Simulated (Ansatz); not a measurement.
# Si₂H₄F₂ + NH₃ + H₂O: a complex and its separated parts

The complex below is one end of an elementary step. How strongly is it bound against its free parts?

Method: PBE0-D4/def2-TZVP structures, single points in def2-TZVPP, no counterpoise correction; program: Ansatz 0.2.0, Gaussian basis.

Levels: SPW92, PBE-D4, BLYP-D4, r2SCAN-D4, B97M-V, PBE0-D4, B3LYP-D4, r2SCAN0-D4, BHLYP-D4, CAM-B3LYP-D4, wB97X-V, wB97M-V, B2PLYP, PBE-QIDH, RPA on PBE, Hartree-Fock, MP2, CCSD, CCSD(T).

Correlated methods freeze the cores. B3LYP uses VWN-RPA correlation. B2PLYP carries no dispersion term here.

113 further runs of the same task are left out: 113 set aside as unsound or not needed.

### 1 Starting geometry

The complex: 15 atoms, charge 0, spin multiplicity 1.

Atoms are counted from 1 here; the program's logs count them from 0.

Bond lengths: Si1–Si2 2.350 Å, Si1–F3 1.631 Å, Si1–F4 1.635 Å, Si1–H5 1.482 Å, Si2–H10 1.492 Å, Si2–H11 1.487 Å, Si2–H12 1.493 Å, H6–N7 1.022 Å, N7–H13 1.014 Å, N7–H14 1.014 Å, H8–O9 0.960 Å, O9–H15 0.965 Å. Angles: Si2–Si1–F3 116.3°, Si2–Si1–F4 95.4°, Si2–Si1–H5 124.4°, F3–Si1–F4 96.0°, F3–Si1–H5 115.5°, F4–Si1–H5 98.2°, Si1–Si2–H10 109.1°, Si1–Si2–H11 111.3°, Si1–Si2–H12 113.3°, H10–Si2–H11 107.9°, H10–Si2–H12 107.1°, H11–Si2–H12 107.8°, H6–N7–H13 109.1°, H6–N7–H14 108.1°, H13–N7–H14 108.2°, H8–O9–H15 105.9°.

Coordinates:

```csv
atom,x (Å),y (Å),z (Å)
Si1,-1.2825,-0.3208,-0.5037
Si2,0.7315,-1.5013,-0.7703
F3,-1.6153,0.2097,1.0021
F4,-2.2318,-1.6494,-0.4308
H5,-1.9892,0.3852,-1.5983
H6,0.5852,1.4712,0.2712
N7,-0.0730,1.5151,-0.5097
H8,1.5322,0.0743,2.4158
O9,0.9485,0.7722,2.1105
H10,1.0802,-2.1706,0.5164
H11,0.6069,-2.5531,-1.8145
H12,1.8850,-0.6269,-1.1369
H13,0.4437,1.6531,-1.3706
H14,-0.6741,2.3199,-0.3692
H15,0.0528,0.4214,2.1879
```

Its parts: Si₂H₄F₂ holds atoms 1, 2, 3, 4, 5, 10, 11, 12; NH₃ holds atoms 6, 7, 13, 14; H₂O holds atoms 8, 9, 15. Each part counts its atoms afresh in its own runs.

### 2 Relaxing Si₂H₄F₂ alone

File relax-a/in.yaml:

```yaml
crystal:
  periodic: [false, false, false]
  atoms:
    - {symbol: Si, position_ang: [-1.282537, -0.320772, -0.503727]}
    - {symbol: Si, position_ang: [0.731498, -1.501274, -0.770337]}
    - {symbol: F, position_ang: [-1.615262, 0.209713, 1.002072]}
    - {symbol: F, position_ang: [-2.231826, -1.649368, -0.430773]}
    - {symbol: H, position_ang: [-1.989240, 0.385152, -1.598256]}
    - {symbol: H, position_ang: [1.080232, -2.170574, 0.516397]}
    - {symbol: H, position_ang: [0.606919, -2.553097, -1.814489]}
    - {symbol: H, position_ang: [1.885042, -0.626907, -1.136885]}
basis:
  gaussian: {orbitals: def2-TZVP}
hamiltonian: {xc: pbe0, dispersion: d4}
relax: {f_tol: 0.005, max_steps: 200}
```

The run is started by

```bash
ansatz run in.yaml --threads 4 --pin off --events-out ev --progress --plain --max-ram 46080MiB --backend cuda --devices 0, --max-vram 37GiB
```

The runs that follow: Relaxing NH₃ alone; Relaxing H₂O alone; SPW92/def2-TZVPP; PBE-D4/def2-TZVPP; BLYP-D4/def2-TZVPP; r2SCAN-D4/def2-TZVPP; B97M-V/def2-TZVPP; PBE0-D4/def2-TZVPP; B3LYP-D4/def2-TZVPP; r2SCAN0-D4/def2-TZVPP; BHLYP-D4/def2-TZVPP; CAM-B3LYP-D4/def2-TZVPP; wB97X-V/def2-TZVPP; wB97M-V/def2-TZVPP; B2PLYP/def2-TZVPP; PBE-QIDH/def2-TZVPP; RPA on PBE/def2-TZVPP; CCSD(T)/def2-TZVPP; CCSD(T)/def2-QZVPP; Vibrations of Si₂H₄F₂; Vibrations of NH₃; Vibrations of H₂O.

What does the calculation give? Wanted: complex less parts, CCSD(T)/def2-TZVPP; with zero-point energy; largest T1 diagnostic.

As calculated:

| quantity | value |
| --- | --- |
| complex less parts, CCSD(T)/def2-TZVPP | -0.612 eV |
| with zero-point energy | -0.400 eV |
| largest T1 diagnostic | 0.013 |

In words: At CCSD(T) the complex lies 0.612 eV below its parts. BLYP-D4 is the best functional here (-0.011 eV from CCSD(T)); SPW92 is the worst (-0.611 eV). By rung, the mean size of the error is: LDA 0.611, GGA 0.083, meta-GGA 0.104, hybrid 0.073, range-separated hybrid 0.087, double hybrid 0.074 eV. PBE-D4 gives a relative energy 0.155 eV too low, outside chemical accuracy (1 kcal/mol, 0.043 eV). No counterpoise was applied, and triple zeta lacks some correlation, so the CCSD(T) reference has a basis error of its own, and close matches with it are partly luck.
